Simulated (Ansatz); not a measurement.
# La4Ir: the cost of one run

Program: Ansatz 0.2.0. Level of theory: DFT PBE, scalar-relativistic, plane waves, PAW. These are calculated values, not measurements.

2 further runs of the same task are left out: 1 that didn't finish, 1 set aside as unsound or not needed.

## Step 1: The structure to begin with

Symmetry: P-43m, No. 215, cubic system. The conventional cell has a = 5.534 Å, b = 5.534 Å, c = 5.534 Å, α = 90.00°, β = 90.00°, γ = 90.00°. La (site symmetry 3m) is surrounded by 1 Ir at 2.34 Å. Around Ir (site symmetry -43m) lie 4 La at 2.34 Å.

Structure file:

```
CELL_PARAMETERS angstrom
5.53440 0.00000 0.00000
0.00000 5.53440 0.00000
0.00000 0.00000 5.53440
ATOMIC_POSITIONS crystal
La 0.24378 0.75622 0.75622
La 0.75622 0.24378 0.75622
La 0.75622 0.75622 0.24378
La 0.24378 0.24378 0.24378
Ir 0.00000 0.00000 0.00000
```

The cell is invented: species swapped into a database cell of SnI4 (P-43m, No. 215), with Ir on the Sn sites and La on the I sites. Lengths come from tabulated atomic sizes and are only a guess.

## Step 2: The guess as it stands, on a coarse mesh

input.yaml

```yaml
crystal:
  lattice:
    - [5.53439975, 0.0, 0.0]
    - [0.0, 5.53439975, 0.0]
    - [0.0, 0.0, 5.53439975]
  atoms:
    - { symbol: La, position: [0.24378108, 0.75621892, 0.75621892] }
    - { symbol: La, position: [0.75621892, 0.24378108, 0.75621892] }
    - { symbol: La, position: [0.75621892, 0.75621892, 0.24378108] }
    - { symbol: La, position: [0.24378108, 0.24378108, 0.24378108] }
    - { symbol: Ir, position: [0.0, 0.0, 0.0] }
basis:
  ecutwfc: 420
kpoints:
  mp_grid: { grid: [4, 4, 4] }
hamiltonian:
  xc: pbe
scf:
  occupations: { method: gaussian, width: 0.1 }
  lower_state_search: "off"
output:
  forces: true
  stress: true
  eigenvalues: true
```

Command:

```bash
> ansatz run input.yaml --threads 1 --pin off --max-ram 2048MiB --backend cpu --events-out ev --progress --plain --runs-dir out
```

Q: Estimate wall time and peak memory on 1 thread of Intel Xeon Platinum 8488C (Sapphire Rapids), shared host.

About 5 s, with a peak of 0.51 GiB.
